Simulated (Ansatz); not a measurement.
This script for a single point in a Gaussian basis of H8N2OSi2, SMILES N[SiH2]N[SiH2]O with Ansatz 0.2.0 through its Python package holds a mistake.

`h8n2osi2.py`
```python
# -*- coding: utf-8 -*-
"""Single point of H8N2OSi2."""

import ansatz as az
from ase import Atoms

atoms = Atoms(["N", "Si", "N", "Si", "O", "H", "H", "H", "H", "H", "H", "H", "H"], positions=[
    (-0.4885, 1.6236, 1.7015),
    (-0.4644, 0.0473, 1.2285),
    (0.0144, 0.3079, -0.3659),
    (0.5074, -1.1821, -1.0293),
    (0.8746, -0.7855, -2.5783),
    (-1.1845, 2.1722, 1.079),
    (0.4013, 2.0757, 1.4973),
    (0.6025, -0.6029, 2.0413),
    (-1.8168, -0.4947, 1.2883),
    (-0.7304, 0.6769, -0.8598),
    (1.5806, -1.796, -0.3164),
    (-0.7446, -2.0474, -1.0511),
    (1.4689, -0.0297, -2.6204),
])
molecule = az.Crystal.molecule_from_ase(atoms)

calculation = (
    molecule.calculation()
    .basis(gaussian="def2-TZVP")  # the orbital basis, by name
    .functional("pbe")
)
out = calculation.run(threads=1)
rep = out.report

for key in ("converged", "free_energy", "reference_energy_ev", "n_frozen", "n_occupied", "n_virtual"):
    print(f"{key:22s} {rep[key]}")

state = rep["mean_field"]["state"]
print(f"mean field: {state['energy']['hartree']:.7f} Ha, <S^2> = {abs(state['spin_squared']):.4f}, stability: {state.get('stability', {}).get('kind')}")
```

Output of `python h8n2osi2.py`:
```text
converged              True
Traceback (most recent call last):
  File "h8n2osi2.py", line 33, in <module>
    print(f"{key:22s} {rep[key]}")
                       ~~~^^^^^
KeyError: 'free_energy'
```

Find the fault and give the corrected script.

The fault: the report has no such key (the free energy stands under free_energy_ev). The correction:

```diff
--- before
+++ after
@@ -31,3 +31,3 @@
 
-for key in ("converged", "free_energy", "reference_energy_ev", "n_frozen", "n_occupied", "n_virtual"):
+for key in ("converged", "free_energy_ev", "reference_energy_ev", "n_frozen", "n_occupied", "n_virtual"):
     print(f"{key:22s} {rep[key]}")
```

With that change:

```console
$ python h8n2osi2.py
converged              True
free_energy_ev         -20903.119240856046
reference_energy_ev    -20903.119240856046
n_frozen               0
n_occupied             [29, 29]
n_virtual              [186, 186]
mean field: -768.1754635 Ha, <S^2> = 0.0000, stability: minimum
```

Total energies depend on the basis set; only differences at equal settings carry meaning. The geometry is a force-field or estimated start, not a minimum of this method, and the basis set is short of its limit. The whole script took 7.7 s on 1 thread of Arm Neoverse V1 (shared host), peak memory 0.34 GiB.
